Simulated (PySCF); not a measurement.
# C6H11N2P: the cost of one run

Computed with PySCF 2.14.0 and routines of our own; the level stands in each step. Atoms count from 0.

## 1. The system as given

20 atoms, charge 0, multiplicity 1; geometry from: GFN2-xTB.

## 2. Magnetic properties: GIAO B3LYP/pcSseg-1

Job settings and geometry (Å):

```
{"job": {"kind": "mag", "xc": "B3LYP", "basis": "pcSseg-1", "isotopologues": 0}, "charge": 0, "multiplicity": 1}
C     -1.529150    -2.053950     0.456199
N     -0.247916    -1.514247     0.069232
P      0.121653    -0.000473    -0.050264
N      1.711144     0.033750    -0.535659
C      2.640492    -0.984151    -0.084441
C     -0.760395     1.116993    -1.191668
C     -1.377559     2.077760    -0.495177
C     -1.078736     2.095966     0.930751
C     -0.244744     1.137381     1.345583
H     -1.849179    -1.731381     1.451746
H     -2.325768    -1.811767    -0.253546
H     -1.411711    -3.139500     0.474026
H      2.094470     0.971188    -0.577137
H      3.171728    -0.705657     0.830143
H      3.370529    -1.182503    -0.871183
H      2.055518    -1.883593     0.097674
H     -0.874218     0.931055    -2.246250
H     -2.037405     2.819597    -0.919646
H     -1.509480     2.855926     1.565658
H      0.075579     0.978284     2.362137
```

With the program's defaults for keys left out, this is: GIAO B3LYP/pcSseg-1 magnetisability, rotational g tensor and spin-rotation constants, non-relativistic, gas phase.

Launch:

```sh
OMP_NUM_THREADS=1 python excited_run.py task.json out
```

The driver reads the jobs from task.json and runs them one after another.

**Question.** How long does this first job take on 1 thread of Arm Neoverse V1, shared host, and how much memory does it need?

About 48 s, with a peak of 1.1 GiB.
